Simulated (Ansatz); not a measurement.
# Isostructural MoRh, RuRh, AgRh: table of trends from a Python script

Wanted for isostructural MoRh, RuRh, AgRh: a table of trends.

All numbers are computed with Ansatz 0.2.0 through its Python package. Level of theory: DFT LDA, plane waves, PAW.

### 1 Starting point

MoRh P-6m2: Symmetry: P-6m2, No. 187, hexagonal system. Conventional cell: a = 2.795 Å, b = 2.795 Å, c = 4.437 Å, α = 90.00°, β = 90.00°, γ = 120.00°. Mo (site symmetry -6m2) is surrounded by 6 Rh at 2.74 Å and 6 Mo at 2.80 Å. Rh (site symmetry -6m2) is surrounded by 6 Mo at 2.74 Å and 6 Rh at 2.80 Å.

RuRh P-6m2: Symmetry: P-6m2, No. 187, hexagonal system. The conventional cell has a = 2.709 Å, b = 2.709 Å, c = 4.298 Å, α = 90.00°, β = 90.00°, γ = 120.00°. Ru (site symmetry -6m2) is surrounded by 6 Rh at 2.66 Å and 6 Ru at 2.71 Å. Around Rh (site symmetry -6m2) lie 6 Ru at 2.66 Å and 6 Rh at 2.71 Å.

AgRh P-6m2: Symmetry: P-6m2, No. 187, hexagonal system. The conventional cell has a = 2.778 Å, b = 2.778 Å, c = 4.809 Å, α = 90.00°, β = 90.00°, γ = 120.00°. Ag (site symmetry -6m2) is surrounded by 6 Ag at 2.78 Å and 6 Rh at 2.89 Å. Rh (site symmetry -6m2) is surrounded by 6 Rh at 2.78 Å and 6 Ag at 2.89 Å.

The script holds or builds the structure itself.

### 2 Script

File trend_morh.py:

```python
import warnings

import ansatz as az
import numpy as np
from tabulate import tabulate

CUTOFF_EV = 550
KSPACING = 0.33
OCCUPATIONS = "fermi_dirac"
WIDTH_EV = 0.05

PHASES = {
    "MoRh": (
        [(2.79543276, 0.0, 0.0), (-1.39771638, 2.42091578, 0.0), (0.0, 0.0, 4.437367)],
        [
            ("Mo", (0.0, 0.0, 0.5)),
            ("Rh", (1 / 3, 2 / 3, 0.0)),
        ],
    ),
    "RuRh": (
        [(2.70941502, 0.0, 0.0), (-1.35470751, 2.34642224, 0.0), (0.0, 0.0, 4.2983681)],
        [
            ("Ru", (0.0, 0.0, 0.5)),
            ("Rh", (2 / 3, 1 / 3, 0.0)),
        ],
    ),
    "AgRh": (
        [(2.7775882, 0.0, 0.0), (-1.3887941, 2.40546194, 0.0), (0.0, 0.0, 4.808602)],
        [
            ("Ag", (0.0, 0.0, 0.5)),
            ("Rh", (2 / 3, 1 / 3, 0.0)),
        ],
    ),
}


def build(vectors, sites):
    crystal = az.Crystal(lattice=az.Lattice.of(vectors))
    for symbol, position in sites:
        crystal = crystal.atom(symbol, position)
    return crystal


def compute(name, crystal, relax=True):
    calc = (
        crystal.calculation()
        .basis(CUTOFF_EV)
        .functional(az.Functional.LDA)
        .kpoints(spacing=KSPACING)
        .occupations(OCCUPATIONS, width=WIDTH_EV)
        .stress()
        .band_table()
    )
    if relax:
        calc = calc.relax(force_tolerance=0.02, fix_cell=["shape"])
    return calc.run(threads=1, pin="off")

def bulk_modulus(name, outcome, step=0.01):
    # B = -V dP/dV from the pressures of two uniformly scaled cells, atoms held at their fractions
    pressure = []
    for factor in (1 - step, 1.0, 1 + step):
        cell = az.Crystal(lattice=az.Lattice.of(outcome.lattice.cell_ang * factor ** (1 / 3)))
        for site in outcome.report["lattice"]["sites"]:
            cell = cell.atom(site["symbol"], site["position_frac"])
        pressure.append(np.trace(compute(name, cell, relax=False).report["stress_gpa"]) / 3)
    slope, bend = (pressure[0] - pressure[2]) / (2 * step), abs(pressure[0] + pressure[2] - 2 * pressure[1])
    # a jump of mesh or basis between the cells shows as a kink: no modulus then
    return float(slope) if bend < 12 * step**2 * abs(slope) + 0.15 and abs(pressure[1]) < 1.5 else float("nan")


def volume_per_atom(outcome):
    return abs(np.linalg.det(outcome.lattice.cell_ang)) / len(outcome.lattice.sites)

warnings.simplefilter("ignore", az.DeckWarning)

phases = {name: build(*cell) for name, cell in PHASES.items()}

done = {}
for name, crystal in phases.items():
    try:
        done[name] = compute(name, crystal)
    except az.NonConvergedError as error:
        print(name, "did not converge:", str(error)[:120])

rows = [(name, volume_per_atom(o), bulk_modulus(name, o)) for name, o in done.items()]
print(tabulate(rows, headers=["compound", "V (A^3/atom)", "B (GPa)"], floatfmt=".4f", tablefmt="simple"))
```

### 3 The calls as engine input

The engine receives this input (first run):

```yaml
crystal:
  lattice:
    - [2.79543276, 0.0, 0.0]
    - [-1.39771638, 2.42091578, 0.0]
    - [0.0, 0.0, 4.437367]
  atoms:
    - { symbol: Mo, position: [0.0, 0.0, 0.5] }
    - { symbol: Rh, position: [0.3333333333333333, 0.6666666666666666, 0.0] }
basis:
  ecutwfc: 550.0
kpoints:
  mp_grid:
    kspacing: 0.33
hamiltonian:
  xc: lda
scf:
  occupations:
    method: fermi_dirac
    width: 0.05
relax:
  f_tol: 0.02
  cell:
    fix: [shape]
output:
  stress: true
  eigenvalues: true
```

### 4 Running it

Launch:

```bash
$ python trend_morh.py
```

Standard output:

```text
compound      V (A^3/atom)    B (GPa)
----------  --------------  ---------
MoRh               14.0471   300.8232
RuRh               13.1696   342.0743
AgRh               14.6140   211.7330
```

Run time: 37 s. Hardware: 1 thread of Intel Xeon 6975P-C (Granite Rapids), shared host; peak memory 0.47 GiB.

Lines on the test bed's own set-up are left out of the output.

### 5 The runs side by side

The 12 runs, in the order started:

```
run   kind of run          system  energy (eV/atom)  final volume (Å³/atom)  pressure (GPa)  SCF cycles in all  CPU time (s)
  1    relaxation  MoRh (2 atoms)        -5560.8803                   14.05            0.01                 41           7.5
  2    relaxation  RuRh (2 atoms)        -6018.4433                   13.17            0.00                 41           8.7
  3    relaxation  AgRh (2 atoms)        -6868.1209                   14.61            0.00                 36           7.9
  4  single point  MoRh (2 atoms)        -5560.8833                   13.91            2.34                  6           1.1
  5  single point  MoRh (2 atoms)        -5560.8840                   14.05           -0.75                  6           1.1
  6  single point  MoRh (2 atoms)        -5560.8820                   14.19           -3.68                  6           1.1
  7  single point  RuRh (2 atoms)        -6018.4419                   13.04            3.52                  6           1.2
  8  single point  RuRh (2 atoms)        -6018.4433                   13.17            0.00                  6           1.1
  9  single point  RuRh (2 atoms)        -6018.4419                   13.30           -3.32                  6           1.2
 10  single point  AgRh (2 atoms)        -6868.1243                   14.47            2.18                  8           1.4
 11  single point  AgRh (2 atoms)        -6868.1253                   14.61           -0.01                  8           1.4
 12  single point  AgRh (2 atoms)        -6868.1243                   14.76           -2.06                  8           1.4
```

Energies are free energies F = E - TS of the smeared occupations. Totals carry meaning only in balanced differences at one level of theory.

### 6 Path of the relaxation of run 1

The steps of the relaxation:

```csv
step,E - E(step 1) (eV/cell),largest force component (eV/Å),pressure (GPa),volume (Å³)
1,0.0000,0.0000,-17.49,30.03
2,0.0874,0.0000,30.79,25.85
3,-0.1100,0.0000,-2.90,28.37
4,-0.1125,0.0000,0.38,28.06
5,-0.1125,0.0000,0.01,28.09
6,-0.1124,0.0000,0.01,28.09
```

Step 1 is the start. Step 6 repeats the geometry before it on a plane-wave basis chosen anew for that cell, so its energy need not be comparable with the rows above. Step 2 was tried and not accepted.

|  | before | after | change |
| --- | --- | --- | --- |
| a (Å) | 2.795 | 2.734 | -2.2 % |
| b (Å) | 2.795 | 2.734 | -2.2 % |
| c (Å) | 4.437 | 4.340 | -2.2 % |
| volume (Å³/atom) | 15.01 | 14.05 | -6.4 % |
| shortest distance (Å) | 2.744 | 2.683 | -2.2 % |
| space group (0.01 Å) | P-6m2 | P-6m2 | same |

Forces and stress were held to the start's 12 operations: a distortion of lower symmetry was not tested.

### 7 How the relaxation of run 3 went

The steps of the relaxation:

```
step  E - E(step 1) (eV/cell)  largest force component (eV/Å)  pressure (GPa)  volume (Å³)
   1                   0.0000                          0.0000          -15.49        32.13
   2                  -0.0924                          0.0000           13.59        27.65
   3                  -0.1525                          0.0000           -2.45        29.58
   4                  -0.1553                          0.0000           -0.06        29.24
   5                  -0.1553                          0.0000            0.00        29.23
   6                  -0.1551                          0.0000            0.00        29.23
```

Step 1 is the start. Step 6 repeats the geometry before it on a plane-wave basis chosen anew for that cell, so its energy need not be comparable with the rows above.

|  | before | after | change |
| --- | --- | --- | --- |
| a (Å) | 2.778 | 2.691 | -3.1 % |
| b (Å) | 2.778 | 2.691 | -3.1 % |
| c (Å) | 4.809 | 4.659 | -3.1 % |
| volume (Å³/atom) | 16.06 | 14.61 | -9.0 % |
| shortest distance (Å) | 2.778 | 2.691 | -3.1 % |
| space group (0.01 Å) | P-6m2 | P-6m2 | same |

The run keeps the 12 symmetry operations of the start, so it could not have lowered the symmetry.

### 8 Results

```
                                 quantity                 value
                            runs compared                    12
MoRh (run 1): relaxed volume, space group  14.05 Å³/atom, P-6m2
RuRh (run 2): relaxed volume, space group  13.17 Å³/atom, P-6m2
AgRh (run 3): relaxed volume, space group  14.61 Å³/atom, P-6m2
```

What this shows: By relaxed volume an atom the order is RuRh (run 2) < MoRh (run 1) < AgRh (run 3). The dearest, run 2, took some 7.7 times as long as run 5. In run 1, over 3 moves the cell shrank by 6.4 % in volume, and the space group stayed P-6m2. In run 3, over 4 moves the cell shrank by 9.0 % in volume, and the space group stayed P-6m2. Spin is left out of this run. For the metals among these cells the mesh is coarse, so their volumes and pressures are rough. Atoms and volume are relaxed with the cell's shape held, which in cells of lower than cubic symmetry can hide stresses and shift volumes. Pressure is positive in compression. Some members of the series are computed structures and not known phases.
